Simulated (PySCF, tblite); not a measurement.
# C4HF5: dynamics, then NMR shifts on frames, part 2 of 2

tblite 0.8.0 and PySCF 2.14.0. Atoms count from 0.

## Step 5: Shielding tensors: 625 fs, PBE0/pcSseg-1

What the job is given:

```
{"job": {"kind": "nmr", "xc": "PBE0", "basis": "pcSseg-1", "pop": false}, "charge": 0, "multiplicity": 1}
C      2.201600    -0.536900     0.048300
C      1.000900    -0.159100     0.027400
C     -0.472300     0.167400    -0.058200
F     -0.832700     0.934500    -1.165600
F     -0.690900     1.011700     0.965700
C     -1.251000    -1.089400     0.010700
F     -0.577600    -2.029100    -0.792300
F     -2.540100    -0.997500    -0.526900
F     -1.351900    -1.728400     1.222600
H      3.088000    -1.045300    -0.179700
```

Level: GIAO PBE0/pcSseg-1 NMR shielding, non-relativistic, gas phase.

The log of the run:

```text
coarse grid: 10400 points
cycle   1  E = -651.0616380136  dE =  1.365e+00  |g| = 1.233e+00  |ddm| = 3.059e+00
cycle   2  E = -650.4754224062  dE =  5.862e-01  |g| = 2.301e+00  |ddm| = 1.921e+00
cycle   3  E = -651.3198851602  dE = -8.445e-01  |g| = 2.411e-01  |ddm| = 1.288e+00
cycle   4  E = -651.3244437938  dE = -4.559e-03  |g| = 2.010e-01  |ddm| = 2.679e-01
cycle   5  E = -651.3344557706  dE = -1.001e-02  |g| = 2.439e-02  |ddm| = 1.230e-01
cycle   6  E = -651.3345632817  dE = -1.075e-04  |g| = 6.380e-03  |ddm| = 2.254e-02
cycle   7  E = -651.3345699385  dE = -6.657e-06  |g| = 2.197e-03  |ddm| = 5.311e-03
final grid: 108224 points
cycle   8  E = -651.4222301048  dE = -5.049e-05  |g| = 8.851e-03  |ddm| = 3.477e-02
cycle   9  E = -651.4222116056  dE =  1.850e-05  |g| = 1.439e-02  |ddm| = 1.513e-02
cycle  10  E = -651.4222441757  dE = -3.257e-05  |g| = 1.026e-03  |ddm| = 8.408e-03
cycle  11  E = -651.4222441736  dE =  2.129e-09  |g| = 1.011e-03  |ddm| = 1.239e-03
cycle  12  E = -651.4222444250  dE = -2.514e-07  |g| = 1.812e-04  |ddm| = 6.889e-04
cycle  13  E = -651.4222444326  dE = -7.627e-09  |g| = 3.914e-05  |ddm| = 1.546e-04
cycle  14  E = -651.4222444328  dE = -2.115e-10  |g| = 1.624e-05  |ddm| = 3.314e-05
converged SCF energy = -651.4222444328

GIAO shielding tensors (ppm)
atom      isotropic    diamagn.    paramagn.     s11        s22        s33       span
  0 C       87.392     259.654    -172.262     -2.898     32.411    232.665    235.563
  1 C       95.477     267.663    -172.186     -8.477     -2.706    297.615    306.092
  2 C       72.302     230.953    -158.652     54.730     74.472     87.703     32.974
  3 F      250.203     471.260    -221.057    125.389    270.107    355.111    229.721
  4 F      284.479     471.319    -186.840    176.031    330.248    347.157    171.126
  5 C       45.373     241.638    -196.264     31.095     49.653     55.373     24.278
  6 F      189.267     473.333    -284.066     83.741    166.338    317.722    233.981
  7 F      227.082     468.971    -241.890    119.540    215.822    345.883    226.343
  8 F      226.667     470.224    -243.557    134.930    215.916    329.155    194.226
  9 H       28.104      31.797      -3.693     22.475     24.116     37.720     15.245
```

Run time: 14 s. Hardware: 1 thread, shared host.

In short: δ C5 141.6, C2 114.6, C0 99.5, C1 91.4, H9 3.61 ppm.

## Step 6: NMR shieldings: 800 fs, PBE0/pcSseg-1

What the job is given:

```
{"job": {"kind": "nmr", "xc": "PBE0", "basis": "pcSseg-1", "pop": false}, "charge": 0, "multiplicity": 1}
C      1.749400    -0.501200    -0.159000
C      0.623800    -0.063100     0.118500
C     -0.627300     0.632400     0.238800
F     -0.900700     1.194900    -1.146300
F     -0.636300     1.608300     1.130200
C     -1.619700    -0.520300     0.546600
F     -1.074100    -1.555200    -0.144200
F     -2.908200    -0.572700     0.129900
F     -1.513100    -0.685200     1.830100
H      2.708800    -0.844400     0.215900
```

Level: GIAO PBE0/pcSseg-1 NMR shielding, non-relativistic, gas phase.

The log of the run:

```text
coarse grid: 10400 points
cycle   1  E = -651.0746268038  dE =  1.537e+00  |g| = 1.189e+00  |ddm| = 3.086e+00
cycle   2  E = -650.5744526902  dE =  5.002e-01  |g| = 2.152e+00  |ddm| = 2.198e+00
cycle   3  E = -651.3070589837  dE = -7.326e-01  |g| = 2.682e-01  |ddm| = 1.496e+00
cycle   4  E = -651.3167866025  dE = -9.728e-03  |g| = 1.689e-01  |ddm| = 2.708e-01
cycle   5  E = -651.3232273343  dE = -6.441e-03  |g| = 5.279e-02  |ddm| = 1.271e-01
cycle   6  E = -651.3237487984  dE = -5.215e-04  |g| = 9.113e-03  |ddm| = 4.174e-02
cycle   7  E = -651.3237624637  dE = -1.367e-05  |g| = 2.511e-03  |ddm| = 8.340e-03
cycle   8  E = -651.3237636272  dE = -1.164e-06  |g| = 5.484e-04  |ddm| = 2.671e-03
final grid: 108224 points
cycle   9  E = -651.4083677860  dE = -4.801e-05  |g| = 6.518e-03  |ddm| = 3.309e-02
cycle  10  E = -651.4083592302  dE =  8.556e-06  |g| = 1.018e-02  |ddm| = 1.184e-02
cycle  11  E = -651.4083759747  dE = -1.674e-05  |g| = 8.196e-04  |ddm| = 6.454e-03
cycle  12  E = -651.4083760754  dE = -1.007e-07  |g| = 4.033e-04  |ddm| = 1.042e-03
cycle  13  E = -651.4083760967  dE = -2.134e-08  |g| = 1.682e-04  |ddm| = 3.482e-04
cycle  14  E = -651.4083761014  dE = -4.662e-09  |g| = 8.364e-05  |ddm| = 1.504e-04
cycle  15  E = -651.4083761030  dE = -1.593e-09  |g| = 1.427e-05  |ddm| = 5.898e-05
cycle  16  E = -651.4083761030  dE = -4.343e-11  |g| = 3.545e-06  |ddm| = 1.452e-05
converged SCF energy = -651.4083761030

GIAO shielding tensors (ppm)
atom      isotropic    diamagn.    paramagn.     s11        s22        s33       span
  0 C       82.338     263.632    -181.294     -0.109     32.951    214.173    214.282
  1 C       91.587     270.628    -179.042    -21.642     -8.316    304.718    326.360
  2 C       64.003     235.556    -171.552     48.541     66.443     77.026     28.485
  3 F      179.102     473.688    -294.586    -18.499    157.451    398.354    416.852
  4 F      283.902     468.889    -184.987    187.963    310.318    353.426    165.463
  5 C       57.823     243.995    -186.172     42.902     56.655     73.911     31.009
  6 F      205.476     475.806    -270.331    110.420    207.891    298.116    187.696
  7 F      256.816     468.014    -211.198    177.609    238.879    353.959    176.350
  8 F      266.196     470.226    -204.029    200.832    290.460    307.297    106.465
  9 H       26.577      29.348      -2.771     21.563     23.449     34.718     13.155
```

It took 16 s on 1 thread, shared host.

In short: δ C5 129.1, C2 122.9, C0 104.6, C1 95.3, H9 5.14 ppm.

## Step 7: Nuclear shieldings: 1000 fs, PBE0/pcSseg-1

What the job is given:

```
{"job": {"kind": "nmr", "xc": "PBE0", "basis": "pcSseg-1", "pop": false}, "charge": 0, "multiplicity": 1}
C      1.288700     1.125400    -0.257300
C      0.126800     0.985900    -0.153600
C     -1.235700     0.793400     0.034000
F     -1.776500     0.546100    -1.306500
F     -1.875600     1.900300     0.560600
C     -1.732300    -0.349800     0.990000
F     -0.869000    -1.307300     1.136600
F     -2.815400    -1.066700     0.573400
F     -2.130500     0.252600     2.150600
H      2.330000     1.164800    -0.160400
```

Method: GIAO PBE0/pcSseg-1 NMR shielding, non-relativistic, gas phase.

The log of the run:

```text
coarse grid: 10400 points
cycle   1  E = -651.0844243280  dE =  1.591e+00  |g| = 1.211e+00  |ddm| = 3.192e+00
cycle   2  E = -650.6202684955  dE =  4.642e-01  |g| = 2.134e+00  |ddm| = 2.109e+00
cycle   3  E = -651.3341743411  dE = -7.139e-01  |g| = 1.866e-01  |ddm| = 1.355e+00
cycle   4  E = -651.3372514220  dE = -3.077e-03  |g| = 1.460e-01  |ddm| = 2.142e-01
cycle   5  E = -651.3420432046  dE = -4.792e-03  |g| = 3.213e-02  |ddm| = 1.008e-01
cycle   6  E = -651.3422520102  dE = -2.088e-04  |g| = 8.199e-03  |ddm| = 2.922e-02
cycle   7  E = -651.3422630280  dE = -1.102e-05  |g| = 2.250e-03  |ddm| = 6.780e-03
cycle   8  E = -651.3422638477  dE = -8.197e-07  |g| = 4.920e-04  |ddm| = 2.100e-03
final grid: 108224 points
cycle   9  E = -651.4292453034  dE = -5.226e-05  |g| = 7.500e-03  |ddm| = 4.897e-02
cycle  10  E = -651.4292334778  dE =  1.183e-05  |g| = 1.185e-02  |ddm| = 1.407e-02
cycle  11  E = -651.4292558821  dE = -2.240e-05  |g| = 7.746e-04  |ddm| = 7.584e-03
cycle  12  E = -651.4292559551  dE = -7.297e-08  |g| = 5.032e-04  |ddm| = 1.062e-03
cycle  13  E = -651.4292560019  dE = -4.685e-08  |g| = 2.087e-04  |ddm| = 4.156e-04
cycle  14  E = -651.4292560121  dE = -1.019e-08  |g| = 4.535e-05  |ddm| = 1.647e-04
cycle  15  E = -651.4292560124  dE = -3.017e-10  |g| = 1.485e-05  |ddm| = 4.084e-05
converged SCF energy = -651.4292560124

GIAO shielding tensors (ppm)
atom      isotropic    diamagn.    paramagn.     s11        s22        s33       span
  0 C       89.671     260.051    -170.380     19.419     29.393    220.200    200.781
  1 C      113.856     262.283    -148.427     15.994     22.550    303.024    287.030
  2 C       66.565     236.890    -170.325     43.540     75.245     80.911     37.371
  3 F      211.142     471.855    -260.712     46.047    217.022    370.358    324.311
  4 F      247.670     468.244    -220.574    118.917    299.166    324.927    206.011
  5 C       54.319     241.097    -186.777     42.275     53.897     66.786     24.511
  6 F      262.699     474.720    -212.020    200.240    275.468    312.390    112.150
  7 F      230.254     469.611    -239.356    140.212    206.582    343.969    203.757
  8 F      232.364     468.948    -236.583    152.256    215.371    329.467    177.211
  9 H       28.776      33.215      -4.439     24.273     24.660     37.394     13.121
```

Wall time 14 s (1 thread, shared host).

In short: δ C5 132.6, C2 120.4, C0 97.3, C1 73.1, H9 2.94 ppm.

## Step 8: Comparing the runs: NMR shifts

Shifts (ppm) of some atoms, chosen among heavy atoms and hydrogens apart, with basis size and wall time:

```csv
frame,H9,F4,F6,F7,F8,F3,functions,time
250 fs,3.15,-54.4,-66.4,-67.0,-101.2,-126.6,158,20 s
425 fs,1.77,-118.3,-90.0,-96.8,-83.0,-126.5,158,15 s
625 fs,3.61,-113.5,-18.3,-56.1,-55.7,-79.3,158,14 s
800 fs,5.14,-113.0,-34.5,-85.9,-95.3,-8.2,158,16 s
1000 fs,2.94,-76.7,-91.8,-59.3,-61.4,-40.2,158,14 s
```

## Step 9: Summary of results

What follows sums up all 2 parts.

```
                                        quantity                                    value
                                      thermostat                                    600 K
                   mean temperature, second half                                    744 K
         mean potential energy above the minimum                                  0.80 eV
  ¹³C shifts against TMS (PBE0/pcSseg-1, 250 fs)             132.7, 111.2, 95.7, 77.0 ppm
   ¹H shifts against TMS (PBE0/pcSseg-1, 250 fs)                                 3.15 ppm
¹⁹F shifts against CFCl3 (PBE0/pcSseg-1, 250 fs)  -54.4, -66.4, -67.0, -101.2, -126.6 ppm
           surface potential, 1st and 99th percentile                       -0.66 V and 2.19 V
                        range of the shift of F3                       -126.6 to -8.2 ppm
```

What this shows: In the second half the potential energy averages 0.80 eV above the minimum; equipartition over 24 harmonic modes at 600 K would give 0.62 eV. With 10 atoms the temperature swings widely (274 to 1158 K). Shifts at one fixed geometry are not the observed spectrum, which averages over the motion. By nearest atom (PBE0/pcSseg-1), the HOMO sits on C0, C1 about 43 % each; F4 8 % and the LUMO on C0, C1 about 28 % each; C2 13 %. Across the 5 runs the shift of F3 moves most, between -126.6 (250 fs) and -8.2 ppm (800 fs).
